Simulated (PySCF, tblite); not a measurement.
# C₆H₇FN₂Si: geometry, infrared bands and NMR shifts

Wanted: the infrared bands and NMR shifts of C₆H₇FN₂Si (`C=Cc1nccnc1[SiH2]F`), by calculation.

Computed with tblite 0.8.0 and PySCF 2.14.0, with density-fitted response routines of our own, on a single molecule in the gas phase. Atoms count from 0, in the outputs and in this text.

## Step 1: Starting geometry

17 atoms, charge 0, multiplicity 1; geometry from: force field or distance geometry start.

Bonds of the start (Å): C0–C1 1.35, C1–C2 1.49, C2–N3 1.35, N3–C4 1.35, C4–C5 1.38, C5–N6 1.35, N6–C7 1.37, C7–Si8 1.86, Si8–F9 1.61, C7–C2 1.41, C0–H10 1.08, C0–H11 1.10, C1–H12 1.08, C4–H13 1.09, C5–H14 1.09, Si8–H15 1.48, Si8–H16 1.49.

## Step 2: Optimising the geometry with GFN2-xTB

Job settings and geometry (Å):

```
{"job": {"kind": "relax", "xc": "GFN2-xTB", "basis": "xTB"}, "charge": 0, "multiplicity": 1}
C     -2.036800    -1.969300     0.404400
C     -1.562800    -0.745600     0.107600
C     -0.109100    -0.436200     0.010900
N      0.701600    -1.514200     0.027100
C      2.028700    -1.303900    -0.066700
C      2.551400    -0.037900    -0.207000
N      1.775300     1.064800    -0.231100
C      0.425300     0.863200    -0.118200
Si    -0.562800     2.436700    -0.130300
F     -1.864100     2.241700    -1.062900
H     -1.398800    -2.820000     0.584700
H     -3.119100    -2.139900     0.463200
H     -2.278800     0.046500    -0.048700
H      2.664700    -2.183800    -0.056800
H      3.620200     0.139000    -0.290400
H      0.203600     3.602200    -0.638400
H     -1.045500     2.768800     1.242800
```

Run with:

```bash
$ OMP_NUM_THREADS=1 python probes_run.py task.json out
```

The driver reads the jobs from task.json and runs them one after another.

**Question.** This job is followed by: GFN2-xTB harmonic vibrations, gas phase; GIAO PBE0/pcSseg-1 NMR shielding, non-relativistic, gas phase. Predict these results of the whole session: strongest single infrared mode (GFN2-xTB); zero-point energy (GFN2-xTB); ¹³C shifts against TMS (PBE0/pcSseg-1); ¹H shifts against TMS (PBE0/pcSseg-1, means over atoms taken as alike); ¹⁵N shifts against NH3 (PBE0/pcSseg-1); ²⁹Si shifts against TMS (PBE0/pcSseg-1); ¹⁹F shifts against CFCl3 (PBE0/pcSseg-1).

The runs gave:

```
                                                              quantity                                         value
                             strongest single infrared mode (GFN2-xTB)                          758 cm⁻¹, 278 km/mol
                                          zero-point energy (GFN2-xTB)                                 71.9 kcal/mol
                                ¹³C shifts against TMS (PBE0/pcSseg-1)  161.1, 160.5, 150.8, 148.3, 140.0, 133.0 ppm
¹H shifts against TMS (PBE0/pcSseg-1, means over atoms taken as alike)        8.80, 8.73, 7.70, 7.34, 6.18, 5.68 ppm
                                ¹⁵N shifts against NH3 (PBE0/pcSseg-1)                              401.4, 354.7 ppm
                               ²⁹Si shifts against TMS (PBE0/pcSseg-1)                                      -2.0 ppm
                              ¹⁹F shifts against CFCl3 (PBE0/pcSseg-1)                                    -220.1 ppm
```

The optimisation took 59 steps and gained 0.218 eV; among the close pairs (by a distance rule), N6–C7 changed most, from 1.370 to 1.332 Å. No mode is imaginary among the 45: a minimum at this level. The strongest single mode, at 758 cm⁻¹, moves mainly H16 and H15. Unscaled tight-binding wavenumbers are off by several per cent, some by more. Its intensities can rank the bands wrongly. At PBE0/pcSseg-1: The largest span, 809 ppm, is at N6, where the paramagnetic term is -465 ppm. NICS(1)zz of -25 ppm above the planar ring from C2 marks a diatropic (aromatic) ring current.
